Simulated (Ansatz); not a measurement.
# C₃H₉BS: one species, many methods

An exercise on one series of results from a longer session: the logs are not shown, and one member is left open.

Program: Ansatz 0.2.0, Gaussian basis. Level of theory: functionals in def2-TZVPP, the program's frozen cores in correlated methods. These are calculated values, not measurements.

The runs, in order: LDA (SPW92), PBE-D4, revPBE-D4, BLYP-D4, r2SCAN-D4, B97M-V, PBE0-D4, B3LYP-D4, r2SCANh-D4, r2SCAN0-D4, HSE06-D4, BHLYP-D4, CAM-B3LYP-D4, LC-ωPBE, ωB97X-V, ωB97M-V, B2PLYP, PBE-QIDH; CCSD(T)/def2-SVP; CCSD(T)/def2-TZVPP; MP2/def2-QZVPP; extrapolation to the limit; RPA on PBE.

## Structure used throughout

The geometry comes from an earlier relaxation with PBE0-D4 in a triple-zeta def2 set; it is a stationary point, not always the lowest conformer.

SMILES `CC(C)BS`, 14 atoms, charge 0, spin multiplicity 1.

Atoms are counted from 1 here; the program's logs count them from 0.

Bond lengths: C1–C2 1.530 Å, C1–H6 1.094 Å, C1–H7 1.094 Å, C1–H8 1.093 Å, C2–C3 1.532 Å, C2–B4 1.567 Å, C2–H9 1.097 Å, C3–H10 1.094 Å, C3–H11 1.093 Å, C3–H12 1.094 Å, B4–S5 1.776 Å, B4–H13 1.198 Å, S5–H14 1.346 Å. Angles: C2–C1–H6 110.9°, C2–C1–H7 110.6°, C2–C1–H8 112.0°, H6–C1–H7 107.7°, H6–C1–H8 107.7°, H7–C1–H8 107.7°, C1–C2–C3 110.4°, C1–C2–B4 110.2°, C1–C2–H9 108.3°, C3–C2–B4 109.1°, C3–C2–H9 108.1°, B4–C2–H9 110.5°, C2–C3–H10 111.0°, C2–C3–H11 112.0°, C2–C3–H12 110.5°, H10–C3–H11 107.7°, H10–C3–H12 107.6°, H11–C3–H12 107.8° and more.

As a file:

```xyz
14
C3H9BS
C     0.3262    1.5014   -0.0846
C    -0.2648    0.0906   -0.0438
C    -0.0006   -0.6387   -1.3651
B     0.3700   -0.7293    1.1307
S    -0.5251   -1.5162    2.4476
H     1.4107    1.4665   -0.2220
H    -0.0959    2.0728   -0.9172
H     0.1258    2.0561    0.8354
H    -1.3506    0.1747    0.0886
H     1.0728   -0.7491   -1.5435
H    -0.4445   -1.6373   -1.3778
H    -0.4201   -0.0757   -2.2046
H     1.5563   -0.8864    1.1936
H    -1.7730   -1.1586    2.0914
```

The first run:

The input, in.yaml:

```yaml
crystal:
  periodic: [false, false, false]
  atoms:
    - {symbol: C, position_ang: [0.326220, 1.501410, -0.084644]}
    - {symbol: C, position_ang: [-0.264770, 0.090588, -0.043802]}
    - {symbol: C, position_ang: [-0.000649, -0.638685, -1.365056]}
    - {symbol: B, position_ang: [0.369965, -0.729344, 1.130665]}
    - {symbol: S, position_ang: [-0.525096, -1.516228, 2.447593]}
    - {symbol: H, position_ang: [1.410688, 1.466547, -0.221958]}
    - {symbol: H, position_ang: [-0.095943, 2.072753, -0.917203]}
    - {symbol: H, position_ang: [0.125838, 2.056130, 0.835377]}
    - {symbol: H, position_ang: [-1.350631, 0.174730, 0.088575]}
    - {symbol: H, position_ang: [1.072773, -0.749072, -1.543499]}
    - {symbol: H, position_ang: [-0.444459, -1.637259, -1.377762]}
    - {symbol: H, position_ang: [-0.420135, -0.075667, -2.204559]}
    - {symbol: H, position_ang: [1.556264, -0.886400, 1.193643]}
    - {symbol: H, position_ang: [-1.772964, -1.158603, 2.091430]}
basis:
  gaussian: {orbitals: def2-TZVPP}
hamiltonian: {xc: lda}
output: {orbitals: {seedname: orbitals}}
```

On the command line:

```sh
$ ansatz run in.yaml --threads 4 --pin off --events-out ev --progress --plain --max-ram 10444MiB
```

Steps of the session up to this table: LDA; PBE-D4 (GGA); revPBE-D4 (GGA); BLYP-D4 (GGA); r2SCAN-D4 (meta-GGA); B97M-V (meta-GGA); PBE0-D4 (hybrid); B3LYP-D4 (hybrid); r2SCANh-D4 (hybrid); r2SCAN0-D4 (hybrid); HSE06-D4 (hybrid); BHLYP-D4 (hybrid); CAM-B3LYP-D4 (range-separated); LC-ωPBE (range-separated); ωB97X-V (range-separated); ωB97M-V (range-separated); B2PLYP (double hybrid); PBE-QIDH (double hybrid).

One table of the session follows, with a row left open; its other results are not shown here.

It belongs to the step «Frontier levels by functional». 

```
  functional  HOMO (eV)  gap (eV)
 LDA (SPW92)      -7.08      5.06
      PBE-D4      -6.97      5.21
   revPBE-D4      -6.92      5.27
     BLYP-D4      -6.79      5.21
   r2SCAN-D4      -7.23      5.78
      B97M-V      -7.30      5.85
     PBE0-D4      -8.13      7.33
    B3LYP-D4          ?         ?
  r2SCANh-D4      -7.66      6.54
  r2SCAN0-D4      -8.31      7.69
    HSE06-D4      -7.73      6.55
    BHLYP-D4      -9.13      9.41
CAM-B3LYP-D4      -9.44      9.77
     LC-ωPBE     -10.85     12.32
     ωB97X-V     -10.49     11.86
     ωB97M-V     -10.34     11.50
```

Estimate the missing values for B3LYP-D4.

Worked estimate for «HOMO (eV)». Against the share of exact exchange, BLYP-D4 (0, -6.79), BHLYP-D4 (0.5, -9.13) give a slope of -4.68 per unit share; at 0.2 the line stands at -7.73.

As computed: HOMO (eV): -7.88; gap (eV): 6.89. In «HOMO (eV)» the line misses by +0.15.
